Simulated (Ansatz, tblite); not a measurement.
# C12H36Si5: a ladder of methods and basis sets

How do method and basis change the picture of C12H36Si5 (singlet)?

Method: as each input shows; program: Ansatz 0.2.0, Gaussian basis.

Levels to be run: GFN1-xTB, GFN2-xTB, PBE-D4/def2-TZVP, r2SCAN-D4/def2-TZVP, PBE-D4/def2-SVP, PBE0-D4/def2-SVP.

1 further run of the same task is left out (set aside as unsound or not needed). Runs told in other sessions of the task aren't counted.

**1. The structure**

The geometry is that of the singlet, from an earlier relaxation (PBE-D4/def2-SVP).

53 atoms, charge 0, spin multiplicity 1.

Bond lengths: C1–Si2 1.904 Å, C1–H18 1.111 Å, C1–H19 1.110 Å, C1–H20 1.110 Å, Si2–C3 1.902 Å, Si2–C4 1.902 Å, Si2–Si5 2.360 Å, C3–H21 1.110 Å, C3–H22 1.111 Å, C3–H23 1.110 Å, C4–H24 1.109 Å, C4–H25 1.111 Å, C4–H26 1.110 Å, Si5–C6 1.910 Å, Si5–C7 1.911 Å, Si5–Si8 2.359 Å, C6–H27 1.109 Å, C6–H28 1.109 Å and more. Angles: Si2–C1–H18 111.0°, Si2–C1–H19 111.1°, Si2–C1–H20 111.1°, H18–C1–H19 107.9°, H18–C1–H20 107.8°, H19–C1–H20 107.8°, C1–Si2–C3 109.0°, C1–Si2–C4 108.9°, C1–Si2–Si5 109.4°, C3–Si2–C4 109.1°, C3–Si2–Si5 110.8°, C4–Si2–Si5 109.7°, Si2–C3–H21 111.3°, Si2–C3–H22 110.9°, Si2–C3–H23 111.1°, H21–C3–H22 107.8°, H21–C3–H23 107.7°, H22–C3–H23 107.8° and more.

PBE0-D4/def2-TZVP was run before; its log isn't repeated, and its numbers join the tables.

**2. GFN1-xTB**

Tight binding, by tblite at 300 K electronic temperature and without a spin-polarisation term:

```python
tblite.interface.Calculator('GFN1-xTB', numbers, positions, charge=0, uhf=0).singlepoint()
```

Energy -1469.5345 eV, HOMO -9.87 eV, LUMO -6.70 eV; 0.12 s.

**3. GFN2-xTB**

Tight binding, by tblite at 300 K electronic temperature and without a spin-polarisation term:

```python
tblite.interface.Calculator('GFN2-xTB', numbers, positions, charge=0, uhf=0).singlepoint()
```

Energy -1430.7804 eV, HOMO -8.56 eV, LUMO -5.10 eV; 0.11 s.

**4. PBE-D4/def2-TZVP**

start.molden holds the orbitals of an earlier run on this state, given as this run's starting guess.

File in.yaml:

```yaml
crystal:
  periodic: [false, false, false]
  atoms:
    - {symbol: C, position_ang: [4.895858, -0.496965, 1.615078]}
    - {symbol: Si, position_ang: [3.649834, 0.261619, 0.391846]}
    - {symbol: C, position_ang: [4.280932, -0.011003, -1.382077]}
    - {symbol: C, position_ang: [3.518155, 2.129656, 0.726918]}
    - {symbol: Si, position_ang: [1.539632, -0.750049, 0.695662]}
    - {symbol: C, position_ang: [0.846655, -0.191629, 2.385228]}
    - {symbol: C, position_ang: [1.747508, -2.649781, 0.710591]}
    - {symbol: Si, position_ang: [0.118485, -0.180796, -1.099095]}
    - {symbol: C, position_ang: [0.695150, -1.176770, -2.626985]}
    - {symbol: C, position_ang: [0.246933, 1.681044, -1.509184]}
    - {symbol: Si, position_ang: [-2.124303, -0.771154, -0.645497]}
    - {symbol: C, position_ang: [-3.003826, -1.144522, -2.303807]}
    - {symbol: C, position_ang: [-2.183992, -2.348460, 0.432307]}
    - {symbol: Si, position_ang: [-3.316376, 0.971613, 0.406808]}
    - {symbol: C, position_ang: [-3.556396, 2.400756, -0.825679]}
    - {symbol: C, position_ang: [-5.026723, 0.310626, 0.919721]}
    - {symbol: C, position_ang: [-2.423480, 1.632847, 1.948759]}
    - {symbol: H, position_ang: [5.896388, -0.026760, 1.508326]}
    - {symbol: H, position_ang: [5.011560, -1.586972, 1.443249]}
    - {symbol: H, position_ang: [4.563065, -0.353165, 2.663821]}
    - {symbol: H, position_ang: [4.325174, -1.090768, -1.633462]}
    - {symbol: H, position_ang: [5.300976, 0.409469, -1.508290]}
    - {symbol: H, position_ang: [3.617233, 0.481574, -2.122344]}
    - {symbol: H, position_ang: [2.802647, 2.614846, 0.032265]}
    - {symbol: H, position_ang: [4.504503, 2.624819, 0.602782]}
    - {symbol: H, position_ang: [3.169055, 2.324658, 1.761914]}
    - {symbol: H, position_ang: [0.721914, 0.909247, 2.425957]}
    - {symbol: H, position_ang: [-0.142022, -0.651402, 2.589738]}
    - {symbol: H, position_ang: [1.536746, -0.486421, 3.203470]}
    - {symbol: H, position_ang: [2.433115, -2.963548, 1.525227]}
    - {symbol: H, position_ang: [0.774122, -3.158506, 0.867360]}
    - {symbol: H, position_ang: [2.170893, -3.011034, -0.248995]}
    - {symbol: H, position_ang: [0.615458, -2.267447, -2.441074]}
    - {symbol: H, position_ang: [0.069519, -0.936649, -3.511706]}
    - {symbol: H, position_ang: [1.751414, -0.950801, -2.880199]}
    - {symbol: H, position_ang: [1.276361, 1.942113, -1.831750]}
    - {symbol: H, position_ang: [-0.002803, 2.306454, -0.627834]}
    - {symbol: H, position_ang: [-0.446827, 1.956643, -2.330420]}
    - {symbol: H, position_ang: [-2.505935, -1.980229, -2.838018]}
    - {symbol: H, position_ang: [-4.064252, -1.428208, -2.137514]}
    - {symbol: H, position_ang: [-2.989015, -0.258110, -2.970662]}
    - {symbol: H, position_ang: [-3.233670, -2.658296, 0.617319]}
    - {symbol: H, position_ang: [-1.662726, -3.191890, -0.066473]}
    - {symbol: H, position_ang: [-1.698423, -2.183234, 1.415645]}
    - {symbol: H, position_ang: [-4.163403, 3.212608, -0.371824]}
    - {symbol: H, position_ang: [-4.080822, 2.056555, -1.740856]}
    - {symbol: H, position_ang: [-2.583647, 2.834510, -1.134544]}
    - {symbol: H, position_ang: [-5.587703, -0.068236, 0.040425]}
    - {symbol: H, position_ang: [-4.933096, -0.522876, 1.646069]}
    - {symbol: H, position_ang: [-5.636503, 1.108723, 1.393803]}
    - {symbol: H, position_ang: [-1.427878, 2.047071, 1.689134]}
    - {symbol: H, position_ang: [-2.268918, 0.835780, 2.704188]}
    - {symbol: H, position_ang: [-3.016535, 2.442430, 2.424628]}
basis:
  gaussian: {orbitals: def2-TZVP, fitting: {mean_field: def2-universal-jkfit}, initial_orbitals: start.molden}
hamiltonian: {xc: pbe, dispersion: d4}
scf: {omitted_lower_state_checks: [starts]}
output: {orbitals: {seedname: orbitals}}
```

Command:

```
$ ansatz run in.yaml --threads 2 --pin off --events-out ev --progress --plain --max-ram 32768MiB --backend cuda --devices 0, --max-vram 18GiB
```

Further steps of the session: r2SCAN-D4/def2-TZVP; PBE-D4/def2-SVP; PBE0-D4/def2-SVP.

Before running them: what should the planned runs give, taken together? Wanted: gap in def2-TZVP, named functionals, smallest and largest; binding an atom, functionals in def2-TZVP; PBE0 total energy, smallest basis above largest.

The runs gave:

```
                                                 quantity                                 value
gap in def2-TZVP, named functionals, smallest and largest   4.42 eV (PBE-D4), 6.17 eV (PBE0-D4)
                binding an atom, functionals in def2-TZVP  3.95 (r2SCAN-D4) to 3.98 eV (PBE-D4)
          PBE0 total energy, smallest basis above largest        27.52 eV (def2-SVP, def2-TZVP)
```

In words: Over the named functionals in def2-TZVP the gap runs from 4.42 eV (PBE-D4) to 6.17 eV (PBE0-D4); exact exchange widens it.
